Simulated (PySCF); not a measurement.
# CuBr: NMR shieldings

Aim: compute the NMR shieldings of CuBr (`[Cu][Br]`).

Computed with PySCF 2.14.0 and routines of our own; the level stands in each step. Atoms count from 0.

## 1. The system as given

2 atoms, charge 0, multiplicity 1; geometry from: GFN2-xTB.

## 2. Relaxing the molecule at PBE0-D3(BJ)/def2-SVP

What the job is given:

```
{"job": {"xc": "PBE0", "basis": "def2-SVP", "d3": "d3bj", "grid": 1, "maxiter": 30, "shake": 0.01, "kind": "geom"}, "charge": 0, "multiplicity": 1}
Cu     1.109000    -0.028440     0.001330
Br    -1.091520    -0.000370    -0.013460
```

Run with:

```console
$ OMP_NUM_THREADS=1 python heavy_run.py task.json out
```

The driver reads the jobs from task.json and runs them one after another.

Log:

```text
step   0  E = -4213.61981122  max force = 0.001297
step   1  E = -4213.61981322  max force = 0.000669
step   2  E = -4213.61981453  max force = 0.000245
optimisation converged
```

Run time: 4.7 s. Hardware: 1 thread of Arm Neoverse V1, shared host; peak memory 0.28 GiB.

Step by step:

```
step  energy from step 0 (eV)  largest force component (eV/Å)
   0                   0.0000                          0.0667
   1                  -0.0001                          0.0344
   2                  -0.0001                          0.0126
```

The bond:

```
   bond  before (Å)  after (Å)  change (Å)
Cu0–Br1       2.201      2.207      +0.006
```

The final coordinates are the input of the step that follows.

```
                         at the end point         value
  point group (found at 0.08 Å tolerance)         Cinfv
rotational constants (GHz, main isotopes)  2.964, 2.964
                        dipole moment (D)          5.31
```

## 3. NMR shieldings: PBE/pcJ-1 Br:dyall-v2z Cu:dyall-v2z (PBE), spin–orbit

What the job is given:

```
{"job": {"kind": "hnmr", "xc": "PBE", "basis": {"default": "pcJ-1", "Br": "dyall-v2z", "Cu": "dyall-v2z"}, "rel": "so"}, "charge": 0, "multiplicity": 1}
Cu     1.106729    -0.074661     0.024650
Br    -1.095907     0.046396    -0.036498
```

Method: PBE/pcJ-1 Br:dyall-v2z Cu:dyall-v2z GIAO NMR shielding, X2C with spin-orbit coupling, screened-nuclear two-electron part, Gaussian nuclei, gas phase.

Log:

```text
spin-free SCF
coarse grid: 14776 points
cycle   1  E = -4245.4742275491  dE =  1.498e+01  |g| = 9.532e+00  |ddm| = 3.930e+00
cycle   2  E = -4214.0105979604  dE =  3.146e+01  |g| = 2.307e+01  |ddm| = 1.310e+01
cycle   3  E = -4249.1734957898  dE = -3.516e+01  |g| = 1.177e+01  |ddm| = 9.164e+00
cycle   4  E = -4255.5464382083  dE = -6.373e+00  |g| = 7.244e+00  |ddm| = 3.546e+00
cycle   5  E = -4259.3460762757  dE = -3.800e+00  |g| = 3.992e+00  |ddm| = 4.551e+00
cycle   6  E = -4257.0289566131  dE =  2.317e+00  |g| = 3.373e+00  |ddm| = 3.370e+00
cycle   7  E = -4260.4165165790  dE = -3.388e+00  |g| = 8.301e-01  |ddm| = 3.877e+00
cycle   8  E = -4260.5770097108  dE = -1.605e-01  |g| = 3.728e-01  |ddm| = 1.243e+00
cycle   9  E = -4260.5965541819  dE = -1.954e-02  |g| = 1.079e-01  |ddm| = 3.195e-01
cycle  10  E = -4260.5984562633  dE = -1.902e-03  |g| = 2.347e-02  |ddm| = 9.130e-02
cycle  11  E = -4260.5985169717  dE = -6.071e-05  |g| = 2.044e-02  |ddm| = 3.297e-02
cycle  12  E = -4260.5985611353  dE = -4.416e-05  |g| = 1.110e-03  |ddm| = 1.070e-02
cycle  13  E = -4260.5985610438  dE =  9.155e-08  |g| = 1.068e-03  |ddm| = 2.155e-03
final grid: 26112 points
cycle  14  E = -4260.5988472018  dE =  1.061e-06  |g| = 3.355e-03  |ddm| = 4.133e-03
cycle  15  E = -4260.5988373799  dE =  9.822e-06  |g| = 1.053e-02  |ddm| = 9.279e-03
cycle  16  E = -4260.5988480633  dE = -1.068e-05  |g| = 2.133e-03  |ddm| = 5.799e-03
cycle  17  E = -4260.5988487859  dE = -7.226e-07  |g| = 6.581e-04  |ddm| = 2.075e-03
cycle  18  E = -4260.5988488399  dE = -5.394e-08  |g| = 1.518e-04  |ddm| = 2.733e-04
cycle  19  E = -4260.5988488483  dE = -8.426e-09  |g| = 7.181e-06  |ddm| = 2.006e-04
converged SCF energy = -4260.5988488483
two-component SCF
cycle   1  E = -4260.5123981087  dE = -4.261e+03  |FDS-SDF| = 2.399e+01
cycle   2  E = -4260.6996105252  dE = -1.872e-01  |FDS-SDF| = 8.358e-03
cycle   3  E = -4260.6996086513  dE =  1.874e-06  |FDS-SDF| = 3.853e-03
cycle   4  E = -4260.6996009198  dE =  7.731e-06  |FDS-SDF| = 9.649e-03
cycle   5  E = -4260.6996106673  dE = -9.748e-06  |FDS-SDF| = 1.510e-03
cycle   6  E = -4260.6996113090  dE = -6.417e-07  |FDS-SDF| = 7.169e-04
cycle   7  E = -4260.6996113829  dE = -7.385e-08  |FDS-SDF| = 5.502e-05
cycle   8  E = -4260.6996113831  dE = -2.146e-10  |FDS-SDF| = 1.012e-05
converged, E = -4260.6996113831

Field gradients (au) and densities at the nuclei (bohr^-3)
atom        Vxx        Vyy        Vzz        centre      nuclear mean
  0 Cu    -0.5359    -0.5360     1.0718      20548.552      20535.299
  1 Br    -2.5050    -2.5059     5.0109      40851.956      40792.023
without picture change
  1 Br                           5.1753                     66306.527

Core orbital energies (eV)
atom   shell        mean    spread
  0 Cu 1s        -8843.616   0.000
  0 Cu 2s        -1062.578   0.000
  0 Cu 3s         -115.580   0.000
  0 Cu 2p1/2      -930.770   0.000
  0 Cu 2p3/2      -910.548   0.065
  0 Cu 3p1/2       -74.795   0.000
  0 Cu 3p3/2       -72.216   0.223
  1 Br 1s       -13300.065   0.000
  1 Br 2s        -1729.295   0.000
  1 Br 3s         -235.948   0.000
  1 Br 4s          -18.932   0.000
  1 Br 2p1/2     -1556.751   0.000
  1 Br 2p3/2     -1509.737   0.051
  1 Br 3p1/2      -176.045   0.000
  1 Br 3p3/2      -169.241   0.161
  1 Br 3d3/2       -65.429   0.166
  1 Br 3d5/2       -64.378   0.221

vertical triplet (scalar unrestricted SCF): 1.820 eV

Shielding tensors (ppm)
atom      isotropic    diamagn.    paramagn.     s11        s22        s33       span
  0 Cu     1556.98     2323.57     -766.58    1060.80    1060.83    2549.32    1488.52
  1 Br     3303.78     2986.08      317.70    3283.46    3283.47    3344.41      60.95
```

Run time: 21 s. Hardware: 1 thread of Arm Neoverse V1, shared host; peak memory 0.67 GiB.

Key values:

```
                       quantity       value
energy from spin-orbit coupling  -0.1008 Eh
```

## 4. NMR shieldings: KT2/pcJ-1 Br:dyall-v2z Cu:dyall-v2z (KT2), spin–orbit

What the job is given:

```
{"job": {"kind": "hnmr", "xc": "KT2", "basis": {"default": "pcJ-1", "Br": "dyall-v2z", "Cu": "dyall-v2z"}, "rel": "so"}, "charge": 0, "multiplicity": 1}
Cu     1.106729    -0.074661     0.024650
Br    -1.095907     0.046396    -0.036498
```

With the program's defaults for keys left out, this is: KT2/pcJ-1 Br:dyall-v2z Cu:dyall-v2z GIAO NMR shielding, X2C with spin-orbit coupling, screened-nuclear two-electron part, Gaussian nuclei, gas phase.

Log:

```text
spin-free SCF
coarse grid: 14776 points
cycle   1  E = -4276.5648208611  dE =  2.260e+00  |g| = 4.683e+00  |ddm| = 1.973e+00
cycle   2  E = -4264.8566003669  dE =  1.171e+01  |g| = 1.158e+01  |ddm| = 6.518e+00
cycle   3  E = -4277.8695864595  dE = -1.301e+01  |g| = 3.643e+00  |ddm| = 6.069e+00
cycle   4  E = -4275.2262664560  dE =  2.643e+00  |g| = 3.410e+00  |ddm| = 3.533e+00
cycle   5  E = -4278.8679197111  dE = -3.642e+00  |g| = 7.671e-01  |ddm| = 3.220e+00
cycle   6  E = -4278.9190292346  dE = -5.111e-02  |g| = 2.661e-01  |ddm| = 6.354e-01
cycle   7  E = -4278.9327057686  dE = -1.368e-02  |g| = 3.350e-02  |ddm| = 2.719e-01
cycle   8  E = -4278.9328851521  dE = -1.794e-04  |g| = 1.068e-02  |ddm| = 2.933e-02
cycle   9  E = -4278.9328928939  dE = -7.742e-06  |g| = 8.595e-03  |ddm| = 1.753e-02
cycle  10  E = -4278.9329079615  dE = -1.507e-05  |g| = 8.430e-04  |ddm| = 7.237e-03
cycle  11  E = -4278.9329080106  dE = -4.909e-08  |g| = 2.569e-04  |ddm| = 5.802e-04
final grid: 26112 points
cycle  12  E = -4278.9329264236  dE = -3.334e-06  |g| = 4.054e-02  |ddm| = 7.020e-04
cycle  13  E = -4278.9329247504  dE =  1.673e-06  |g| = 4.944e-03  |ddm| = 2.195e-03
cycle  14  E = -4278.9328951390  dE =  2.961e-05  |g| = 2.033e-02  |ddm| = 9.068e-03
cycle  15  E = -4278.9329265257  dE = -3.139e-05  |g| = 1.501e-04  |ddm| = 7.285e-03
cycle  16  E = -4278.9329265277  dE = -2.085e-09  |g| = 3.646e-05  |ddm| = 1.290e-04
converged SCF energy = -4278.9329265277
two-component SCF
cycle   1  E = -4278.8460722198  dE = -4.279e+03  |FDS-SDF| = 2.406e+01
cycle   2  E = -4279.0336955081  dE = -1.876e-01  |FDS-SDF| = 8.539e-03
cycle   3  E = -4279.0336945695  dE =  9.387e-07  |FDS-SDF| = 3.018e-03
cycle   4  E = -4279.0336898526  dE =  4.717e-06  |FDS-SDF| = 7.138e-03
cycle   5  E = -4279.0336957717  dE = -5.919e-06  |FDS-SDF| = 1.307e-03
cycle   6  E = -4279.0336960742  dE = -3.026e-07  |FDS-SDF| = 6.604e-04
cycle   7  E = -4279.0336961602  dE = -8.596e-08  |FDS-SDF| = 5.015e-05
cycle   8  E = -4279.0336961604  dE = -2.283e-10  |FDS-SDF| = 9.494e-06
converged, E = -4279.0336961604

Field gradients (au) and densities at the nuclei (bohr^-3)
atom        Vxx        Vyy        Vzz        centre      nuclear mean
  0 Cu    -0.4801    -0.4802     0.9603      20806.419      20792.284
  1 Br    -2.4324    -2.4338     4.8663      41422.956      41357.930
without picture change
  1 Br                           5.0267                     67350.999

Core orbital energies (eV)
atom   shell        mean    spread
  0 Cu 1s        -8881.524   0.000
  0 Cu 2s        -1069.555   0.000
  0 Cu 3s         -117.190   0.000
  0 Cu 2p1/2      -935.855   0.000
  0 Cu 2p3/2      -915.530   0.046
  0 Cu 3p1/2       -75.694   0.000
  0 Cu 3p3/2       -73.117   0.220
  1 Br 1s       -13347.467   0.000
  1 Br 2s        -1738.911   0.000
  1 Br 3s         -239.282   0.000
  1 Br 4s          -18.982   0.000
  1 Br 2p1/2     -1564.070   0.000
  1 Br 2p3/2     -1516.870   0.046
  1 Br 3p1/2      -178.493   0.000
  1 Br 3p3/2      -171.667   0.155
  1 Br 3d3/2       -66.947   0.159
  1 Br 3d5/2       -65.886   0.211

Shielding tensors (ppm)
atom      isotropic    diamagn.    paramagn.     s11        s22        s33       span
  0 Cu     1689.91     2330.39     -640.48    1255.43    1255.44    2558.87    1303.43
  1 Br     3296.79     2992.73      304.06    3265.17    3265.19    3360.02      94.84
```

It took 15 s on 1 thread of Arm Neoverse V1, shared host; peak memory 0.67 GiB.

In short:

```
                       quantity       value
energy from spin-orbit coupling  -0.1008 Eh
```

## 5. NMR shieldings: B3LYP/pcJ-1 Br:dyall-v2z Cu:dyall-v2z (B3LYP), spin–orbit

What the job is given:

```
{"job": {"kind": "hnmr", "xc": "B3LYP", "basis": {"default": "pcJ-1", "Br": "dyall-v2z", "Cu": "dyall-v2z"}, "rel": "so"}, "charge": 0, "multiplicity": 1}
Cu     1.106729    -0.074661     0.024650
Br    -1.095907     0.046396    -0.036498
```

With the program's defaults for keys left out, this is: B3LYP/pcJ-1 Br:dyall-v2z Cu:dyall-v2z GIAO NMR shielding, X2C with spin-orbit coupling, screened-nuclear two-electron part, Gaussian nuclei, gas phase.

Log:

```text
spin-free SCF
coarse grid: 14776 points
cycle   1  E = -4259.8948605038  dE =  1.224e+00  |g| = 3.824e+00  |ddm| = 1.629e+00
cycle   2  E = -4254.4785729900  dE =  5.416e+00  |g| = 8.988e+00  |ddm| = 4.656e+00
cycle   3  E = -4260.8684656566  dE = -6.390e+00  |g| = 2.203e+00  |ddm| = 4.038e+00
cycle   4  E = -4260.7970083039  dE =  7.146e-02  |g| = 1.362e+00  |ddm| = 1.689e+00
cycle   5  E = -4261.2543382188  dE = -4.573e-01  |g| = 2.332e-01  |ddm| = 1.294e+00
cycle   6  E = -4261.2595581178  dE = -5.220e-03  |g| = 3.731e-02  |ddm| = 1.200e-01
cycle   7  E = -4261.2597786012  dE = -2.205e-04  |g| = 4.521e-03  |ddm| = 2.988e-02
cycle   8  E = -4261.2597837701  dE = -5.169e-06  |g| = 3.092e-03  |ddm| = 6.310e-03
final grid: 26112 points
cycle   9  E = -4261.2599376579  dE =  4.259e-06  |g| = 8.688e-03  |ddm| = 4.188e-03
cycle  10  E = -4261.2598966928  dE =  4.097e-05  |g| = 2.612e-02  |ddm| = 9.516e-03
cycle  11  E = -4261.2599431688  dE = -4.648e-05  |g| = 7.176e-04  |ddm| = 6.585e-03
cycle  12  E = -4261.2599432182  dE = -4.937e-08  |g| = 1.362e-04  |ddm| = 4.295e-04
cycle  13  E = -4261.2599432203  dE = -2.145e-09  |g| = 7.682e-05  |ddm| = 1.306e-04
converged SCF energy = -4261.2599432203
two-component SCF
cycle   1  E = -4261.1735377179  dE = -4.261e+03  |FDS-SDF| = 2.398e+01
cycle   2  E = -4261.3605067163  dE = -1.870e-01  |FDS-SDF| = 8.807e-02
cycle   3  E = -4261.3606339558  dE = -1.272e-04  |FDS-SDF| = 3.493e-03
cycle   4  E = -4261.3606415866  dE = -7.631e-06  |FDS-SDF| = 2.311e-03
cycle   5  E = -4261.3606424475  dE = -8.608e-07  |FDS-SDF| = 1.358e-03
cycle   6  E = -4261.3606428430  dE = -3.955e-07  |FDS-SDF| = 1.229e-03
cycle   7  E = -4261.3606430377  dE = -1.947e-07  |FDS-SDF| = 1.410e-04
cycle   8  E = -4261.3606430560  dE = -1.838e-08  |FDS-SDF| = 7.300e-05
converged, E = -4261.3606430560

Field gradients (au) and densities at the nuclei (bohr^-3)
atom        Vxx        Vyy        Vzz        centre      nuclear mean
  0 Cu    -0.3290    -0.3291     0.6582      20530.034      20516.805
  1 Br    -2.3107    -2.3114     4.6221      40821.446      40761.500
without picture change
  1 Br                           4.7742                     66250.419

Core orbital energies (eV)
atom   shell        mean    spread
  0 Cu 1s        -8885.383   0.000
  0 Cu 2s        -1077.176   0.000
  0 Cu 3s         -120.735   0.000
  0 Cu 2p1/2      -943.017   0.000
  0 Cu 2p3/2      -922.631   0.029
  0 Cu 3p1/2       -78.827   0.000
  0 Cu 3p3/2       -76.196   0.163
  1 Br 1s       -13351.743   0.000
  1 Br 2s        -1748.297   0.000
  1 Br 3s         -243.606   0.000
  1 Br 4s          -20.584   0.000
  1 Br 2p1/2     -1573.080   0.000
  1 Br 2p3/2     -1525.777   0.040
  1 Br 3p1/2      -182.415   0.000
  1 Br 3p3/2      -175.493   0.137
  1 Br 3d3/2       -69.291   0.152
  1 Br 3d5/2       -68.214   0.202

Shielding tensors (ppm)
atom      isotropic    diamagn.    paramagn.     s11        s22        s33       span
  0 Cu     1805.40     2324.32     -518.91    1430.89    1430.91    2554.41    1123.51
  1 Br     3318.12     2986.45      331.67    3294.74    3294.74    3364.88      70.14
```

It took 53 s on 1 thread of Arm Neoverse V1, shared host; peak memory 0.93 GiB.

Key values:

```
                       quantity       value
energy from spin-orbit coupling  -0.1007 Eh
```

## 6. NMR shieldings: BHandHLYP/pcJ-1 Br:dyall-v2z Cu:dyall-v2z (BHandHLYP), spin–orbit

What the job is given:

```
{"job": {"kind": "hnmr", "xc": "BHandHLYP", "basis": {"default": "pcJ-1", "Br": "dyall-v2z", "Cu": "dyall-v2z"}, "rel": "so"}, "charge": 0, "multiplicity": 1}
Cu     1.106729    -0.074661     0.024650
Br    -1.095907     0.046396    -0.036498
```

Level: BHandHLYP/pcJ-1 Br:dyall-v2z Cu:dyall-v2z GIAO NMR shielding, X2C with spin-orbit coupling, screened-nuclear two-electron part, Gaussian nuclei, gas phase.

Log:

```text
spin-free SCF
coarse grid: 14776 points
cycle   1  E = -4260.8433930090  dE =  7.916e-02  |g| = 1.671e+00  |ddm| = 1.113e+00
cycle   2  E = -4260.3875524720  dE =  4.558e-01  |g| = 3.252e+00  |ddm| = 1.407e+00
cycle   3  E = -4261.0604075073  dE = -6.729e-01  |g| = 2.105e-01  |ddm| = 7.520e-01
cycle   4  E = -4261.0650078862  dE = -4.600e-03  |g| = 3.547e-02  |ddm| = 1.067e-01
cycle   5  E = -4261.0651552626  dE = -1.474e-04  |g| = 6.217e-03  |ddm| = 2.305e-02
cycle   6  E = -4261.0651623991  dE = -7.137e-06  |g| = 3.663e-03  |ddm| = 6.647e-03
cycle   7  E = -4261.0651647134  dE = -2.314e-06  |g| = 7.467e-04  |ddm| = 2.945e-03
final grid: 26112 points
cycle   8  E = -4261.0652730372  dE = -1.797e-07  |g| = 1.012e-03  |ddm| = 1.132e-03
cycle   9  E = -4261.0652729166  dE =  1.206e-07  |g| = 1.921e-03  |ddm| = 8.797e-04
cycle  10  E = -4261.0652731342  dE = -2.175e-07  |g| = 1.567e-04  |ddm| = 3.950e-04
cycle  11  E = -4261.0652731392  dE = -4.966e-09  |g| = 5.259e-05  |ddm| = 1.251e-04
converged SCF energy = -4261.0652731392
two-component SCF
cycle   1  E = -4260.9790408767  dE = -4.261e+03  |FDS-SDF| = 2.394e+01
cycle   2  E = -4261.1650350625  dE = -1.860e-01  |FDS-SDF| = 2.128e-01
cycle   3  E = -4261.1655059306  dE = -4.709e-04  |FDS-SDF| = 1.182e-02
cycle   4  E = -4261.1655377135  dE = -3.178e-05  |FDS-SDF| = 2.766e-03
cycle   5  E = -4261.1655447751  dE = -7.062e-06  |FDS-SDF| = 2.193e-03
cycle   6  E = -4261.1655460951  dE = -1.320e-06  |FDS-SDF| = 1.162e-03
cycle   7  E = -4261.1655467427  dE = -6.477e-07  |FDS-SDF| = 5.845e-04
cycle   8  E = -4261.1655469400  dE = -1.972e-07  |FDS-SDF| = 9.640e-05
cycle   9  E = -4261.1655469566  dE = -1.666e-08  |FDS-SDF| = 4.185e-05
converged, E = -4261.1655469566

Field gradients (au) and densities at the nuclei (bohr^-3)
atom        Vxx        Vyy        Vzz        centre      nuclear mean
  0 Cu    -0.0415    -0.0415     0.0830      20518.088      20504.905
  1 Br    -1.9098    -1.9103     3.8200      40794.098      40734.372
without picture change
  1 Br                           3.9464                     66195.982

Core orbital energies (eV)
atom   shell        mean    spread
  0 Cu 1s        -8947.750   0.000
  0 Cu 2s        -1099.012   0.000
  0 Cu 3s         -128.691   0.000
  0 Cu 2p1/2      -960.650   0.000
  0 Cu 2p3/2      -940.032   0.009
  0 Cu 3p1/2       -84.905   0.000
  0 Cu 3p3/2       -82.204   0.106
  1 Br 1s       -13429.089   0.000
  1 Br 2s        -1776.531   0.000
  1 Br 3s         -255.367   0.000
  1 Br 4s          -22.853   0.000
  1 Br 2p1/2     -1596.512   0.000
  1 Br 2p3/2     -1548.804   0.025
  1 Br 3p1/2      -191.954   0.000
  1 Br 3p3/2      -184.875   0.101
  1 Br 3d3/2       -74.815   0.128
  1 Br 3d5/2       -73.701   0.169

Shielding tensors (ppm)
atom      isotropic    diamagn.    paramagn.     s11        s22        s33       span
  0 Cu     2019.87     2324.92     -305.04    1746.50    1746.51    2566.61     820.11
  1 Br     3393.31     2986.77      406.54    3389.91    3389.91    3400.10      10.19
```

Wall time 58 s (1 thread of Arm Neoverse V1, shared host); peak memory 0.9 GiB.

From this job:

```
                       quantity       value
energy from spin-orbit coupling  -0.1003 Eh
```

## 7. Shieldings side by side

```
                                                                      run     Cu0     Br1  time
            step 3, PBE/pcJ-1 Br:dyall-v2z Cu:dyall-v2z (PBE), spin–orbit  1557.0  3303.8  21 s
            step 4, KT2/pcJ-1 Br:dyall-v2z Cu:dyall-v2z (KT2), spin–orbit  1689.9  3296.8  15 s
        step 5, B3LYP/pcJ-1 Br:dyall-v2z Cu:dyall-v2z (B3LYP), spin–orbit  1805.4  3318.1  53 s
step 6, BHandHLYP/pcJ-1 Br:dyall-v2z Cu:dyall-v2z (BHandHLYP), spin–orbit  2019.9  3393.3  58 s
```

## 8. Summary of results

```
                                                                                                   quantity                       value
                                                                                                point group                       Cinfv
                                                                       rotational constants (main isotopes)              2.96, 2.96 GHz
            energy from spin-orbit coupling (step 3, PBE/pcJ-1 Br:dyall-v2z Cu:dyall-v2z (PBE), spin–orbit)                  -0.1008 Eh
                                 shieldings (step 3, PBE/pcJ-1 Br:dyall-v2z Cu:dyall-v2z (PBE), spin–orbit)  Cu0 1557.0, Br1 3303.8 ppm
            energy from spin-orbit coupling (step 4, KT2/pcJ-1 Br:dyall-v2z Cu:dyall-v2z (KT2), spin–orbit)                  -0.1008 Eh
                                 shieldings (step 4, KT2/pcJ-1 Br:dyall-v2z Cu:dyall-v2z (KT2), spin–orbit)  Cu0 1689.9, Br1 3296.8 ppm
        energy from spin-orbit coupling (step 5, B3LYP/pcJ-1 Br:dyall-v2z Cu:dyall-v2z (B3LYP), spin–orbit)                  -0.1007 Eh
                             shieldings (step 5, B3LYP/pcJ-1 Br:dyall-v2z Cu:dyall-v2z (B3LYP), spin–orbit)  Cu0 1805.4, Br1 3318.1 ppm
energy from spin-orbit coupling (step 6, BHandHLYP/pcJ-1 Br:dyall-v2z Cu:dyall-v2z (BHandHLYP), spin–orbit)                  -0.1003 Eh
                     shieldings (step 6, BHandHLYP/pcJ-1 Br:dyall-v2z Cu:dyall-v2z (BHandHLYP), spin–orbit)  Cu0 2019.9, Br1 3393.3 ppm
```

What this shows: With PBE0/def2-SVP, its start was all but relaxed already: 2 steps gained 0.1 meV. In step 3, Cu0 has the widest tensor, 1489 ppm. Cu0 moves most between the runs, by 463 ppm; the labels say what changes from run to run.
